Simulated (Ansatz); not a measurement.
**C3H5IO: how energies converge with the basis set**

One table from this session's results is given with a row withheld; the runs are named, their logs left out.

Computed with Ansatz 0.2.0, Gaussian basis. Level: one geometry, several basis sets.

Levels to be run: PBE0-D4/def2-SVP; ωB97M-V/def2-SVP; PBE0-D4/def2-QZVPP; ωB97M-V/def2-QZVPP; the functionals' def2-TZVPP values are taken from earlier runs.

### Structure used throughout

The geometry comes from an earlier relaxation with PBE0-D4 in a triple-zeta def2 set; it is a stationary point, not always the lowest conformer. I takes the def2 core potential; no spin-orbit term is included.

SMILES `C/C(I)=C/O`, 10 atoms, charge 0, spin multiplicity 1.

Atoms are counted from 1 here; the program's logs count them from 0.

Bond lengths: C1–C2 1.486 Å, C1–H6 1.093 Å, C1–H7 1.094 Å, C1–H8 1.093 Å, C2–I3 2.097 Å, C2–C4 1.331 Å, C4–O5 1.339 Å, C4–H9 1.086 Å, O5–H10 0.970 Å. Angles: C2–C1–H6 111.7°, C2–C1–H7 109.5°, C2–C1–H8 111.7°, H6–C1–H7 108.1°, H6–C1–H8 107.5°, H7–C1–H8 108.1°, C1–C2–I3 116.7°, C1–C2–C4 125.3°, I3–C2–C4 118.0°, C2–C4–O5 128.5°, C2–C4–H9 119.4°, O5–C4–H9 112.1°, C4–O5–H10 108.6°.

The first run:

in.yaml reads:

```yaml
crystal:
  periodic: [false, false, false]
  atoms:
    - {symbol: C, position_ang: [-0.533100, -1.269577, 0.485733]}
    - {symbol: C, position_ang: [-0.171875, -0.008034, -0.211080]}
    - {symbol: I, position_ang: [-1.267989, 0.464768, -1.934739]}
    - {symbol: C, position_ang: [0.783858, 0.834786, 0.171785]}
    - {symbol: O, position_ang: [1.162467, 1.983473, -0.403790]}
    - {symbol: H, position_ang: [-1.573241, -1.261613, 0.822554]}
    - {symbol: H, position_ang: [0.107488, -1.399426, 1.362546]}
    - {symbol: H, position_ang: [-0.403402, -2.140587, -0.162285]}
    - {symbol: H, position_ang: [1.366020, 0.612377, 1.061492]}
    - {symbol: H, position_ang: [0.612975, 2.132433, -1.189315]}
basis:
  gaussian: {orbitals: def2-SVP}
hamiltonian: {xc: pbe0, dispersion: d4}
output: {orbitals: {seedname: orbitals}}
```

Command:

```console
$ ansatz run in.yaml --threads 4 --pin off --events-out ev --progress --plain --max-ram 10444MiB
```

Among the steps run: PBE0-D4 in def2-SVP; ωB97M-V in def2-SVP; PBE0-D4 in def2-QZVPP; ωB97M-V in def2-QZVPP.

One table of the session follows, with a row left open; its other results are not shown here.

It belongs to the step «Functionals by basis». 

| functional | basis | HOMO (eV) |
| --- | --- | --- |
| PBE0-D4 | def2-SVP | -6.40 |
| PBE0-D4 | def2-TZVPP | -6.49 |
| PBE0-D4 | def2-QZVPP | -6.52 |
| ωB97M-V | def2-SVP | ? |
| ωB97M-V | def2-TZVPP | -8.63 |
| ωB97M-V | def2-QZVPP | -8.65 |

**Question.** Estimate the row for ωB97M-V, def2-SVP.

As computed: HOMO (eV): -8.51. In the column «HOMO (eV)» it lies between ωB97M-V, def2-TZVPP (-8.63) and PBE0-D4, def2-QZVPP (-6.52).
